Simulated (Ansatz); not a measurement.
Here is an Ansatz 0.2.0 calculation.

input.yaml

```yaml
crystal:
  lattice:
    - [4.065138, 0.0, 0.0]
    - [0.0, 4.065138, 0.0]
    - [0.0, 0.0, 4.065138]
  atoms:
    - { symbol: Ru, position: [0.5, 0.5, 0.0] }
    - { symbol: Ru, position: [0.5, 0.0, 0.5] }
    - { symbol: Ru, position: [0.0, 0.5, 0.5] }
    - { symbol: Nb, position: [0.0, 0.0, 0.0] }
    - { symbol: C, position: [0.5, 0.5, 0.5] }
hamiltonian:
  xc: pbesol
  pseudopotentials: { kind: paw }
kpoints:
  mp_grid: { grid: [7, 7, 7] }
scf:
  occupations: { method: fermi_dirac, width: 0.05 }
output:
  forces: true
  stress: true
  eigenvalues: true
relax:
  f_tol: 0.01
  max_steps: 40
  cell: { stress_tol: 0.05, p_target: 2.0 }
```

Potentials or basis: Ansatz PAW.

Run with:

```bash
$ ansatz run input.yaml --threads 2 --pin off --max-ram 5632MiB --backend cpu --events-out ev --progress --plain --runs-dir out
```

Task: Predict the band gap on the k mesh.

Result: None (metal or under the smearing width).

Task: Estimate the space group after relaxing (to 0.05 Å).

Result: Pm-3m (No. 221).

Task: What does it give for the relaxed cell?

Result: a = 4.000 Å, b = 4.000 Å, c = 4.000 Å, α = 90.00°, β = 90.00°, γ = 90.00°.

Task: Predict the relaxed volume.

Result: 12.80 Å³/atom.

The path:
```
step  energy change (eV)  largest force (eV/Å)  volume (Å³)
   1              0.0000                0.0000        67.18
   2             -0.0152                0.0000        61.99
   3             -0.1074                0.0000        64.18
   4             -0.1059                0.0000        64.01
   5             -0.1036                0.0000        64.01
   6             -0.1035                0.0000        64.00
   7             -0.1035                0.0000        64.00
```

Caveat: the plane-wave basis is chosen anew once the cell has moved, so the energies of steps on either side of that aren't comparable; the PAW data sets come from PBE, with cores solved anew for the run's functional, which leaves a small shift of forces and pressure.
